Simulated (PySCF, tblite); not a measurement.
# C₄H₆OSi: excited states, first hyperpolarisability

What do calculations give for the excited states, first hyperpolarisability of C₄H₆OSi (`[SiH3]c1ccco1`)?

Computed with tblite 0.8.0 and PySCF 2.14.0 and routines of our own; the level stands in each step. Atoms count from 0.

## (1) The starting structure

12 atoms, charge 0, multiplicity 1; geometry from: force field or distance geometry start.

## (2) Optimising the geometry with GFN2-xTB

Job settings and geometry (Å):

```
{"job": {"kind": "relax", "xc": "GFN2-xTB", "basis": "xTB"}, "charge": 0, "multiplicity": 1}
Si     2.145400     0.070100    -0.211500
C      0.277800     0.012700    -0.060100
C     -0.585500     0.037700     1.032900
C     -1.910100    -0.037100     0.504700
C     -1.777200    -0.127600    -0.842200
O     -0.472600    -0.096000    -1.204200
H      2.553800     1.259400    -1.012300
H      2.657200    -1.159700    -0.850500
H      2.749100     0.180300     1.144100
H     -0.314200     0.117800     2.075300
H     -2.841000    -0.048900     1.064200
H     -2.481500    -0.209300    -1.666200
```

Launch:

```
$ OMP_NUM_THREADS=1 python excited_run.py task.json out
```

This one command runs all jobs of the session in turn.

The log of the run:

```text
step      E/eV     max force
  0    -473.38933    1.109
  1    -473.42050    0.567
  2    -473.43433    0.276
  3    -473.44265    0.189
  4    -473.44508    0.173
  5    -473.44732    0.121
  6    -473.44847    0.096
  7    -473.44954    0.089
  8    -473.45065    0.086
  9    -473.45178    0.093
 10    -473.45254    0.073
 11    -473.45291    0.051
 12    -473.45307    0.049
 13    -473.45317    0.029
 14    -473.45322    0.016
 15    -473.45325    0.012
 16    -473.45326    0.011
 17    -473.45327    0.009
```

Wall time 0.08 s (1 thread of Arm Neoverse V1, shared host).

The steps of the relaxation:

```
step  energy from step 0 (eV)  largest force (eV/Å)
   0                   0.0000                1.1094
   1                  -0.0312                0.5667
   2                  -0.0450                0.2757
   3                  -0.0533                0.1892
   4                  -0.0558                0.1728
   5                  -0.0580                0.1207
   6                  -0.0591                0.0958
   7                  -0.0602                0.0894
   8                  -0.0613                0.0858
   9                  -0.0625                0.0934
  10                  -0.0632                0.0726
  11                  -0.0636                0.0512
  12                  -0.0637                0.0488
  13                  -0.0638                0.0286
  14                  -0.0639                0.0158
  15                  -0.0639                0.0120
  16                  -0.0639                0.0108
  17                  -0.0639                0.0091
```

Distances of close pairs at the start and the end, largest changes first:

```
  bond  before (Å)  after (Å)  change (Å)
Si0–H6       1.491      1.464      -0.026
Si0–H8       1.488      1.463      -0.025
 C1–C2       1.393      1.370      -0.023
 C1–O5       1.373      1.356      -0.016
 C2–C3       1.428      1.412      -0.016
 C4–O5       1.354      1.339      -0.015
C3–H10       1.086      1.071      -0.015
C4–H11       1.087      1.072      -0.015
```

The final coordinates are the input of the step that follows.

## (3) Infrared spectrum with GFN2-xTB

Job settings and geometry (Å):

```
{"job": {"kind": "ir", "xc": "GFN2-xTB", "basis": "xTB"}, "charge": 0, "multiplicity": 1}
Si     2.139922     0.073928    -0.206261
C      0.276308     0.007946    -0.045840
C     -0.579849     0.041518     1.022883
C     -1.889895    -0.044814     0.502382
C     -1.742883    -0.124889    -0.848802
O     -0.447911    -0.094119    -1.187926
H      2.514385     1.238324    -1.011525
H      2.612918    -1.148415    -0.860014
H      2.687435     0.182547     1.145729
H     -0.299816     0.118749     2.053996
H     -2.809501    -0.047056     1.051653
H     -2.459917    -0.204405    -1.642302
```

The log of the run:

```text
mode    cm-1     km/mol
  1      48.6      0.20
  2     158.0      1.14
  3     181.5      0.45
  4     460.6     15.55
  5     527.0     65.27
  6     551.1     80.41
  7     586.4      3.31
  8     633.1     11.36
  9     766.4    169.67
 10     770.6     23.68
 11     784.3    319.66
 12     793.4    306.45
 13     823.5      4.92
 14     849.0      0.08
 15     860.2      0.78
 16     910.3     13.69
 17    1041.7     30.29
 18    1094.7      8.13
 19    1116.3     12.81
 20    1186.7     60.35
 21    1215.2      4.67
 22    1364.9      5.82
 23    1440.3     24.77
 24    1556.8     19.88
 25    2252.9    392.83
 26    2261.7    201.85
 27    2275.8    285.20
 28    3161.4      6.27
 29    3173.4     27.59
 30    3183.6     23.01
```

Run time: 0.27 s. Hardware: 1 thread of Arm Neoverse V1, shared host.

The strongest bands and the atoms that carry them (share of the mass-weighted mode):

```
cm⁻¹  km/mol                                atoms
 527    65.3                     H6 36 %, H7 36 %
 551    80.4  H8 50 %, H7 16 %, H6 16 %, Si0 11 %
 766   169.7            H8 59 %, H6 18 %, H7 17 %
 784   319.7            H8 35 %, H7 29 %, H6 28 %
 793   306.4                     H7 46 %, H6 46 %
2253   392.8                     H7 60 %, H6 36 %
2262   201.8                     H6 61 %, H7 37 %
2276   285.2                              H8 97 %
```

## (4) Excited states: TDA B3LYP/aug-cc-pVDZ

Settings changed since step 3:

```diff
@@ -1,2 +1,2 @@
-{"job": {"kind": "ir", "xc": "GFN2-xTB", "basis": "xTB"}, "charge": 0, "multiplicity": 1}
+{"job": {"kind": "states", "xc": "B3LYP", "basis": "aug-cc-pVDZ", "tda": true, "soc": true, "nstates": 8, "ntriplets": 5, "nquad": 4}, "charge": 0, "multiplicity": 1}
 Si     2.139922     0.073928    -0.206261
```

Method: TDA B3LYP/aug-cc-pVDZ excited states, vertical, gas phase, spin-orbit mean-field couplings.

The log of the run:

```text
coarse grid: 10776 points
cycle   1  E = -520.6996704195  dE =  9.787e-01  |g| = 4.503e-01  |ddm| = 1.441e+01
cycle   2  E = -520.6616663270  dE =  3.800e-02  |g| = 6.334e-01  |ddm| = 3.082e+00
cycle   3  E = -520.7449040432  dE = -8.324e-02  |g| = 8.852e-02  |ddm| = 1.299e+00
cycle   4  E = -520.7458044371  dE = -9.004e-04  |g| = 5.258e-02  |ddm| = 2.612e-01
cycle   5  E = -520.7464466075  dE = -6.422e-04  |g| = 1.144e-02  |ddm| = 1.261e-01
cycle   6  E = -520.7464759616  dE = -2.935e-05  |g| = 4.888e-03  |ddm| = 4.492e-02
cycle   7  E = -520.7464821663  dE = -6.205e-06  |g| = 2.733e-04  |ddm| = 1.161e-02
final grid: 100200 points
cycle   8  E = -520.7613580265  dE = -2.324e-05  |g| = 4.061e-03  |ddm| = 3.127e-01
cycle   9  E = -520.7613564115  dE =  1.615e-06  |g| = 4.810e-03  |ddm| = 3.459e-02
cycle  10  E = -520.7613625876  dE = -6.176e-06  |g| = 4.816e-04  |ddm| = 1.631e-02
cycle  11  E = -520.7613626281  dE = -4.055e-08  |g| = 2.620e-04  |ddm| = 1.585e-03
cycle  12  E = -520.7613626418  dE = -1.365e-08  |g| = 6.497e-05  |ddm| = 5.222e-04
cycle  13  E = -520.7613626427  dE = -9.300e-10  |g| = 2.175e-05  |ddm| = 2.263e-04
converged SCF energy = -520.7613626427

Singlet excitations
state   eV       nm        f     d(h-e)  d(exc)  Lambda  PR(NTO)  |dmu|/D   mu/D   main configurations
  1   5.4473   227.6   0.00236   0.458   4.464   0.268   1.004    1.789    1.045   H->L+1 0.96
  2   5.8916   210.4   0.00353   0.662   5.225   0.229   1.008    1.780    2.500   H->L+2 0.90
  3   5.9658   207.8   0.41214   0.593   3.250   0.742   1.073    1.550    2.369   H->L 0.86
  4   6.0923   203.5   0.01606   2.117   5.379   0.217   1.009    8.117    8.924   H->L+3 0.83
  5   6.1257   202.4   0.00007   0.615   4.984   0.223   1.005                     H->L+4 0.87, H->L+3 0.10
  6   6.3518   195.2   0.00014   2.154   4.316   0.266   1.003                     H->L+6 0.95
  7   6.3862   194.1   0.01849   1.864   4.471   0.387   1.394                     H->L+5 0.73, H-1->L 0.16
  8   6.6007   187.8   0.01160   0.392   3.772   0.576   1.806                     H-1->L 0.36, H->L+8 0.30, H->L+5 0.19

Triplet excitations (Tamm-Dancoff)
state   eV     d(h-e)  d(exc)  Lambda  PR(NTO)   main configurations
  1   3.8642   0.169   2.491   0.782   1.049   H->L 0.94
  2   5.2995   0.148   2.399   0.627   1.933   H-1->L 0.58, H->L+8 0.22, H->L+10 0.12
  3   5.4182   0.470   4.400   0.268   1.006   H->L+1 0.95
  4   5.8536   1.136   5.234   0.230   1.011   H->L+2 0.93
  5   5.9591   0.400   2.935   0.584   1.913   H-1->L 0.39, H->L+8 0.28, H->L+10 0.16
S1 - T1 = 1.5831 eV

Spin-orbit couplings |<S|Hso|T>| (cm-1)
             T1       T2       T3       T4       T5
S0        0.017    0.137    2.006    1.960    0.135
S1        1.656    1.004    0.018    0.034    1.297
S2        1.417    0.969    0.069    0.075    0.880
S3        0.015    0.056    2.763    0.307    0.048
S4        4.486    0.953    0.788    0.038    1.328
S5        3.436    2.071    0.472    0.350    2.586
S6        2.529    1.633    4.381    0.384    2.413
S7        0.035    0.032    2.002    0.340    0.035
S8        0.070    0.020    0.194    0.604    0.025
T1 sublevels (cm-1): 0.000 0.001 0.001   radiative rates (1/s): 0.244 0.00402 0.00159
```

Run time: 21 s. Hardware: 1 thread of Arm Neoverse V1, shared host; peak memory 0.66 GiB.

Key values:

```
  quantity    value
S1 less T1  1.58 eV
```

## (5) Excited states: TDDFT PBE0/aug-cc-pVDZ

Settings changed since step 4:

```diff
@@ -1,2 +1,2 @@
-{"job": {"kind": "states", "xc": "B3LYP", "basis": "aug-cc-pVDZ", "tda": true, "soc": true, "nstates": 8, "ntriplets": 5, "nquad": 4}, "charge": 0, "multiplicity": 1}
+{"job": {"kind": "states", "xc": "PBE0", "basis": "aug-cc-pVDZ", "tpa": true, "nstates": 6, "nquad": 5, "ntriplets": 0}, "charge": 0, "multiplicity": 1}
 Si     2.139922     0.073928    -0.206261
```

Level: TDDFT PBE0/aug-cc-pVDZ excited states, vertical, gas phase, two-photon moments by quadratic response.

The log of the run:

```text
coarse grid: 10776 points
cycle   1  E = -520.3069782972  dE =  1.020e+00  |g| = 3.932e-01  |ddm| = 1.121e+01
cycle   2  E = -520.2902443150  dE =  1.673e-02  |g| = 5.002e-01  |ddm| = 2.324e+00
cycle   3  E = -520.3426760150  dE = -5.243e-02  |g| = 6.551e-02  |ddm| = 9.808e-01
cycle   4  E = -520.3431757870  dE = -4.998e-04  |g| = 3.797e-02  |ddm| = 1.653e-01
cycle   5  E = -520.3434939372  dE = -3.182e-04  |g| = 9.957e-03  |ddm| = 9.143e-02
cycle   6  E = -520.3435160715  dE = -2.213e-05  |g| = 3.964e-03  |ddm| = 3.314e-02
cycle   7  E = -520.3435201637  dE = -4.092e-06  |g| = 2.616e-04  |ddm| = 9.036e-03
final grid: 100200 points
cycle   8  E = -520.3532444150  dE = -1.785e-05  |g| = 8.587e-03  |ddm| = 2.984e-01
cycle   9  E = -520.3532218503  dE =  2.256e-05  |g| = 1.377e-02  |ddm| = 4.983e-02
cycle  10  E = -520.3532595225  dE = -3.767e-05  |g| = 1.866e-03  |ddm| = 2.340e-02
cycle  11  E = -520.3532604030  dE = -8.805e-07  |g| = 2.073e-04  |ddm| = 4.309e-03
cycle  12  E = -520.3532604107  dE = -7.682e-09  |g| = 1.069e-04  |ddm| = 8.593e-04
cycle  13  E = -520.3532604135  dE = -2.808e-09  |g| = 2.164e-05  |ddm| = 2.995e-04
cycle  14  E = -520.3532604136  dE = -1.121e-10  |g| = 8.277e-06  |ddm| = 1.028e-04
converged SCF energy = -520.3532604136

Singlet excitations
state   eV       nm        f     d(h-e)  d(exc)  Lambda  PR(NTO)  |dmu|/D   mu/D   delta(TPA)   sigma/GM   main configurations
  1   5.6713   218.6   0.00213   0.414   4.421   0.259   1.006    1.471    0.828       76.08      0.896   H->L+1 0.95
  2   5.7850   214.3   0.31747   0.448   3.000   0.763   1.121    1.122    1.956       37.21      0.456   H->L 0.96
  3   6.1551   201.4   0.00463   0.234   5.134   0.220   1.013    0.149    0.747      102.83      1.427   H->L+2 0.84
  4   6.3362   195.7   0.01363   3.215   5.433   0.214   1.014   12.601   13.348        7.65      0.112   H->L+3 0.44, H->L+4 0.38, H->L+2 0.11
  5   6.3675   194.7   0.00153   0.550   4.945   0.211   1.003    3.381    2.595       17.35      0.258   H->L+4 0.52, H->L+3 0.45
  6   6.5334   189.8   0.00023   2.003   4.261   0.262   1.004                                            H->L+6 0.91
```

Run time: 24 s. Hardware: 1 thread of Arm Neoverse V1, shared host; peak memory 0.64 GiB.

## (6) First hyperpolarisability: quadratic response wB97X-D/aug-cc-pVDZ

Settings changed since step 5:

```diff
@@ -1,2 +1,2 @@
-{"job": {"kind": "states", "xc": "PBE0", "basis": "aug-cc-pVDZ", "tpa": true, "nstates": 6, "nquad": 5, "ntriplets": 0}, "charge": 0, "multiplicity": 1}
+{"job": {"kind": "beta", "xc": "wB97X-D", "basis": "aug-cc-pVDZ", "wavelengths": [1550, 1064, 694.3]}, "charge": 0, "multiplicity": 1}
 Si     2.139922     0.073928    -0.206261
```

Method: quadratic response wB97X-D/aug-cc-pVDZ first hyperpolarisability, Taylor convention, gas phase.

The log of the run:

```text
coarse grid: 10776 points
cycle   1  E = -520.6012997920  dE =  1.204e+00  |g| = 4.149e-01  |ddm| = 1.161e+01
cycle   2  E = -520.6119006632  dE = -1.060e-02  |g| = 4.182e-01  |ddm| = 2.039e+00
cycle   3  E = -520.6422248026  dE = -3.032e-02  |g| = 6.545e-02  |ddm| = 7.154e-01
cycle   4  E = -520.6429200197  dE = -6.952e-04  |g| = 3.346e-02  |ddm| = 2.283e-01
cycle   5  E = -520.6431913537  dE = -2.713e-04  |g| = 7.875e-03  |ddm| = 1.193e-01
cycle   6  E = -520.6432091966  dE = -1.784e-05  |g| = 1.459e-03  |ddm| = 3.659e-02
cycle   7  E = -520.6432099501  dE = -7.535e-07  |g| = 5.584e-04  |ddm| = 7.012e-03
final grid: 100200 points
cycle   8  E = -520.6553116449  dE = -8.458e-05  |g| = 3.086e-03  |ddm| = 4.000e-01
cycle   9  E = -520.6553138989  dE = -2.254e-06  |g| = 2.000e-03  |ddm| = 3.832e-02
cycle  10  E = -520.6553148270  dE = -9.281e-07  |g| = 3.877e-04  |ddm| = 9.197e-03
cycle  11  E = -520.6553148718  dE = -4.480e-08  |g| = 2.254e-04  |ddm| = 3.609e-03
cycle  12  E = -520.6553148811  dE = -9.243e-09  |g| = 3.354e-05  |ddm| = 4.677e-04
cycle  13  E = -520.6553148816  dE = -4.891e-10  |g| = 2.094e-05  |ddm| = 2.917e-04
converged SCF energy = -520.6553148816

Lowest singlets (eV, f): 5.8620 0.3125  6.0367 0.0033  6.6099 0.0171

First hyperpolarisability (au)
process     nm      |vector|   parallel      HRS      DR
static         -      179.72      78.04      83.61   3.647
shg       1550.0      191.93      84.63      90.15   3.587
eope      1550.0      183.62      80.13          -       -
shg       1064.0      207.72      93.26      98.69    3.52
eope      1064.0      188.20       82.6          -       -
shg        694.3      263.32     124.45     129.37   3.352
eope       694.3      200.92      89.52          -       -
```

Run time: 24 s. Hardware: 1 thread of Arm Neoverse V1, shared host; peak memory 0.67 GiB.

## (7) What came out

| quantity | value |
| --- | --- |
| strongest single infrared mode (GFN2-xTB) | 2253 cm⁻¹, 393 km/mol |
| zero-point energy (GFN2-xTB) | 51.5 kcal/mol |
| S1 less T1 (step 4, TDA B3LYP/aug-cc-pVDZ) | 1.58 eV |
| β vector (step 6, quadratic response wB97X-D/aug-cc-pVDZ) | static 180, SHG 1550.0 nm 192, SHG 1064.0 nm 208, SHG 694.3 nm 263 au |

In words: No mode is imaginary among the 30: a minimum at this level. The strongest single mode, at 2253 cm⁻¹, moves mainly H7 and H6. Unscaled tight-binding wavenumbers are off by several per cent, some by more. Its intensities can rank the bands wrongly. In step 4, the number of triplets below S1 is 3, and the largest singlet-triplet spin-orbit coupling is S4–T1, 4.49 cm⁻¹. β grows from 180 au (static) to 263 au for doubling at 694.3 nm: normal dispersion, which grows as twice the photon energy moves toward the bright states.
